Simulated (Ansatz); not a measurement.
**SeO₂: ionisation energy by level of theory**

The task here is to estimate one member of a computed series from the others.

Computed with Ansatz 0.2.0, Gaussian basis. Level: unrestricted cation, the program's frozen cores in correlated methods.

The runs, in order: UKS PBE-D4/def2-TZVPP; UKS r2SCAN-D4/def2-TZVPP; UKS PBE0-D4/def2-TZVPP; UKS B3LYP-D4/def2-TZVPP; UKS wB97X-V/def2-TZVPP; UKS wB97M-V/def2-TZVPP; UKS B2PLYP/def2-TZVPP; UHF-CCSD(T)/def2-TZVPP; UHF-MP2/def2-QZVPP; extrapolation to the limit; then −ε(HOMO) from the neutral's earlier runs with LDA (SPW92), PBE-D4, revPBE-D4, BLYP-D4, r2SCAN-D4, B97M-V, PBE0-D4, B3LYP-D4, r2SCANh-D4, r2SCAN0-D4, HSE06-D4, BHLYP-D4, CAM-B3LYP-D4, LC-ωPBE, ωB97X-V, ωB97M-V.

### Structure used throughout

All runs share one geometry, relaxed beforehand with PBE0-D4 in a triple-zeta def2 set.

SMILES `O=[Se]=O`, 3 atoms, charge 0, spin multiplicity 1.

Atoms are counted from 1 here; the program's logs count them from 0.

Bond lengths: O1–Se2 1.599 Å, Se2–O3 1.599 Å. Angles: O1–Se2–O3 113.8°.

Set-up of the first run:

File in.yaml:

```yaml
crystal:
  periodic: [false, false, false]
  atoms:
    - {symbol: O, position_ang: [0.449996, -1.291390, 0.094832]}
    - {symbol: Se, position_ang: [-0.515864, -0.067702, -0.261267]}
    - {symbol: O, position_ang: [0.065868, 1.359102, 0.166435]}
basis:
  gaussian: {orbitals: def2-TZVPP}
total_charge: 1
magnetization: {spin_polarized: true, initial_magnetization: 1}
hamiltonian: {xc: pbe, dispersion: d4}
```

Started as:

```bash
ansatz run in.yaml --threads 4 --pin off --events-out ev --progress --plain --max-ram 10444MiB
```

Steps of the session up to this table: Cation, UKS PBE-D4/def2-TZVPP; Cation, UKS r2SCAN-D4/def2-TZVPP; Cation, UKS PBE0-D4/def2-TZVPP; Cation, UKS B3LYP-D4/def2-TZVPP; Cation, UKS wB97X-V/def2-TZVPP; Cation, UKS wB97M-V/def2-TZVPP; Cation, UKS B2PLYP (frozen core)/def2-TZVPP; Cation, UHF-CCSD(T)/def2-TZVPP; Cation, UHF-MP2/def2-QZVPP.

One table of the session follows, with a row left open; its other results are not shown here.

It belongs to the step «Ionisation energies side by side». For comparison, −ε(HOMO) of the neutral from earlier runs:

```
  functional  −ε(HOMO) (eV)
 LDA (SPW92)           7.80
      PBE-D4           7.57
   revPBE-D4           7.49
     BLYP-D4           7.46
   r2SCAN-D4           7.93
      B97M-V           8.00
     PBE0-D4           9.15
    B3LYP-D4           8.90
  r2SCANh-D4           8.52
  r2SCAN0-D4           9.41
    HSE06-D4           8.74
    BHLYP-D4          10.66
CAM-B3LYP-D4          10.59
     LC-ωPBE          11.88
     ωB97X-V              ?
     ωB97M-V          11.47
```

Q: Estimate the row for ωB97X-V from the others.

The run gave: −ε(HOMO) (eV): 11.55. In the column «−ε(HOMO) (eV)» it lies between ωB97M-V (11.47) and LC-ωPBE (11.88).
